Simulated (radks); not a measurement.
# Re⁵⁷⁺ in [He] 2s2 2p4 3s2 3p6 4p2: an all-electron calculation

Aim: the levels, the sizes of the orbitals and the parts of the energy of the rhenium ion Re57+.

Method: Dirac Kohn-Sham, PBEsol, spin-unpolarised, spherical densities, finite nucleus; open shells fill j = l - 1/2 first. Code: radks (a radial shooting solver on a logarithmic mesh, Libxc functionals) version 1.

## 1. What is computed

```
element            : rhenium (Z = 75)
charge             : +57
electrons          : 18
configuration      : [He] 2s2 2p4 3s2 3p6 4p2
nuclear rms radius : 5.3698 fm
```

## 2. The calculation

The run's settings:

```text
Z 75
configuration [He] 2s2 2p4 3s2 3p6 4p2 4s0 3d0
relativity Dirac
functional pbe_sol,pbe_sol
spin unpolarised
j_filling energy
nucleus finite rms 5.3698 fm
c 137.035999084
```

Q: Predict the outcome of this run.

**Answer**, as computed:

```
                        quantity                    value
                    total energy      -12508.8678 hartree
exchange-correlation share of it                   1.27 %
                            −T/E                   1.1705
          highest occupied level        4p1/2, -3352.0 eV
    most extended occupied level  4p1/2, <r> = 0.334 bohr
 radius at density 0.001 e/bohr³               0.806 bohr
    maxima of the radial density                        3
```

4 principal shells are occupied and 3 maxima appear in the radial density; where shells overlap, one shows as a shoulder or not at all. −T/E is 1.171: with relativity the kinetic term as defined here no longer equals −E. This is not the tabulated ground configuration, so its levels and sizes aren't those of the ground state, and no measured value stands beside it.
